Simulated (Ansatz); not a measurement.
# C3H9ClSi: up Jacob's ladder to CCSD(T)

The task here is to estimate one member of a computed series from the others.

Computed with Ansatz 0.2.0, Gaussian basis. Level: functionals in def2-TZVPP, the program's frozen cores in correlated methods.

Plan: LDA (SPW92), PBE-D4, revPBE-D4, BLYP-D4, r2SCAN-D4, B97M-V, PBE0-D4, B3LYP-D4, r2SCANh-D4, r2SCAN0-D4, HSE06-D4, BHLYP-D4, CAM-B3LYP-D4, LC-ωPBE, ωB97X-V, ωB97M-V, B2PLYP, PBE-QIDH; CCSD(T)/def2-SVP; CCSD(T)/def2-TZVPP; MP2/def2-QZVPP; extrapolation to the limit; RPA on PBE.

### The geometry

An earlier PBE0-D4 in a triple-zeta def2 set relaxation fixed the geometry.

14 atoms, charge 0, spin multiplicity 1.

Atoms are counted from 1 here; the program's logs count them from 0.

Bond lengths: Si1–C2 1.876 Å, Si1–H6 1.490 Å, Si1–H7 1.487 Å, Si1–H8 1.489 Å, C2–C3 1.523 Å, C2–H9 1.095 Å, C2–H10 1.096 Å, C3–C4 1.513 Å, C3–H11 1.095 Å, C3–H12 1.097 Å, C4–Cl5 1.788 Å, C4–H13 1.091 Å, C4–H14 1.090 Å. Angles: C2–Si1–H6 110.4°, C2–Si1–H7 110.7°, C2–Si1–H8 110.3°, H6–Si1–H7 108.6°, H6–Si1–H8 108.1°, H7–Si1–H8 108.8°, Si1–C2–C3 113.6°, Si1–C2–H9 108.3°, Si1–C2–H10 108.4°, C3–C2–H9 109.8°, C3–C2–H10 110.1°, H9–C2–H10 106.3°, C2–C3–C4 114.1°, C2–C3–H11 110.4°, C2–C3–H12 110.0°, C4–C3–H11 108.8°, C4–C3–H12 106.8°, H11–C3–H12 106.4° and more.

Set-up of the first run:

in.yaml

```yaml
crystal:
  periodic: [false, false, false]
  atoms:
    - {symbol: Si, position_ang: [-1.773684, 0.781864, 1.003694]}
    - {symbol: C, position_ang: [-0.264460, 0.651039, -0.102973]}
    - {symbol: C, position_ang: [0.490998, -0.662629, 0.049126]}
    - {symbol: C, position_ang: [1.709147, -0.780798, -0.840277]}
    - {symbol: Cl, position_ang: [1.276527, -0.791179, -2.574807]}
    - {symbol: H, position_ang: [-1.378361, 0.666627, 2.435146]}
    - {symbol: H, position_ang: [-2.458531, 2.086952, 0.804726]}
    - {symbol: H, position_ang: [-2.733480, -0.314535, 0.699717]}
    - {symbol: H, position_ang: [-0.587221, 0.775659, -1.141690]}
    - {symbol: H, position_ang: [0.399238, 1.495918, 0.115764]}
    - {symbol: H, position_ang: [-0.172849, -1.510385, -0.147815]}
    - {symbol: H, position_ang: [0.840960, -0.777314, 1.082711]}
    - {symbol: H, position_ang: [2.390327, 0.059024, -0.698776]}
    - {symbol: H, position_ang: [2.248089, -1.709543, -0.655845]}
basis:
  gaussian: {orbitals: def2-TZVPP}
hamiltonian: {xc: lda}
output: {orbitals: {seedname: orbitals}}
```

Run with:

```console
$ ansatz run in.yaml --threads 4 --pin off --events-out ev --progress --plain --max-ram 10444MiB
```

Steps of the session up to this table: LDA; PBE-D4 (GGA); revPBE-D4 (GGA); BLYP-D4 (GGA); r2SCAN-D4 (meta-GGA); B97M-V (meta-GGA); B3LYP-D4 (hybrid); r2SCANh-D4 (hybrid); r2SCAN0-D4 (hybrid); HSE06-D4 (hybrid); BHLYP-D4 (hybrid); CAM-B3LYP-D4 (range-separated); LC-ωPBE (range-separated); ωB97X-V (range-separated); ωB97M-V (range-separated); B2PLYP (double hybrid); PBE-QIDH (double hybrid).

One of the session's tables, all rows but one given; the rest of the session is left out.

It belongs to the step «Frontier levels by functional». 

```
  functional  HOMO (eV)  LUMO (eV)  gap (eV)
 LDA (SPW92)      -7.07      -0.46      6.61
      PBE-D4      -6.96      -0.25      6.71
   revPBE-D4      -6.92      -0.16      6.76
     BLYP-D4      -6.82      -0.17      6.65
   r2SCAN-D4      -7.28       0.12      7.40
      B97M-V      -7.43      -0.09      7.34
     PBE0-D4      -8.37       0.61      8.99
    B3LYP-D4      -8.11       0.35      8.47
  r2SCANh-D4      -7.80       0.51      8.32
  r2SCAN0-D4          ?          ?         ?
    HSE06-D4      -7.97       0.24      8.21
    BHLYP-D4      -9.63       1.32     10.95
CAM-B3LYP-D4      -9.77       1.47     11.24
     LC-ωPBE     -11.18       2.68     13.85
     ωB97X-V     -10.81       2.50     13.31
     ωB97M-V     -10.66       2.12     12.78
```

Q: Estimate the row for r2SCAN0-D4 from the others.

Worked estimate for «HOMO (eV)». Against the share of exact exchange, r2SCAN-D4 (0, -7.28), r2SCANh-D4 (0.1, -7.80) give a slope of -5.20 per unit share; at 0.25 the line stands at -8.58.

The run gave: HOMO (eV): -8.57; LUMO (eV): 0.94; gap (eV): 9.51. In «HOMO (eV)» the line misses by -0.01.
